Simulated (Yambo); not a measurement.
ScF3: optical spectrum with PBEsol

Crystal: ScF3.

```
Sc F
1.0
     4.01245    0.00000    0.00000
     0.00000    4.01245    0.00000
     0.00000    0.00000    4.01245
Sc F
1 3
Direct
  0.00000 0.00000 0.00000
  0.00000 0.00000 0.50000
  0.00000 0.50000 0.00000
  0.50000 0.00000 0.00000
```

| Quantity | Value |
| --- | --- |
| Program | Yambo 5.3.0 |
| Task | optical spectrum |
| Functional | PBEsol |
| Potentials or basis | PseudoDojo 0.4.1 SR PBEsol standard |
| Cutoff | 1143 eV |
| Density cutoff | 4572 eV |
| k mesh | 8 × 8 × 8 |
| Occupations | fixed |
| Spin | no spin polarisation |
| k mesh of the self-consistent run | 8 × 8 × 8 |
| Direction of the field or of q to 0 | x |
| Broadening | 0.05 eV |
| Kernel | none (independent particles) |
| Top of the energy range | 15 eV |
| Energy points | 300 |
| Correction of the levels | none |
| Bands in the response | 36 |

```json
{
  "Band gap on the k mesh, mean-field level": "6.31 eV, indirect (least direct gap 6.86 eV)",
  "Absorption peak": "7.12 eV",
  "Electronic dielectric constant along the field": "2.19"
}
```

Dielectric function (along the field direction of the input):
| energy (eV) | real part | imaginary part |
| --- | --- | --- |
| 0.25 | 2.20 | 0.01 |
| 1.00 | 2.21 | 0.01 |
| 1.76 | 2.23 | 0.01 |
| 2.56 | 2.28 | 0.01 |
| 3.31 | 2.34 | 0.01 |
| 4.11 | 2.45 | 0.01 |
| 4.87 | 2.61 | 0.02 |
| 5.67 | 2.91 | 0.03 |
| 6.42 | 3.60 | 0.09 |
| 7.22 | 2.49 | 1.85 |
| 7.98 | 1.61 | 2.12 |
| 8.78 | 2.19 | 1.63 |
| 9.53 | 2.58 | 1.56 |
| 10.33 | -0.30 | 2.78 |
| 11.09 | 0.60 | 1.72 |
| 11.89 | 0.45 | 0.87 |
| 12.64 | 0.62 | 0.46 |
| 13.44 | 0.88 | 0.86 |
| 14.20 | 0.84 | 0.81 |
| 15.00 | 0.94 | 0.41 |

It took 100 s on 1 thread of Arm Neoverse V2, with other jobs on the host.

Caveat: independent-particle spectra lack excitons. A k mesh can miss the band edges.
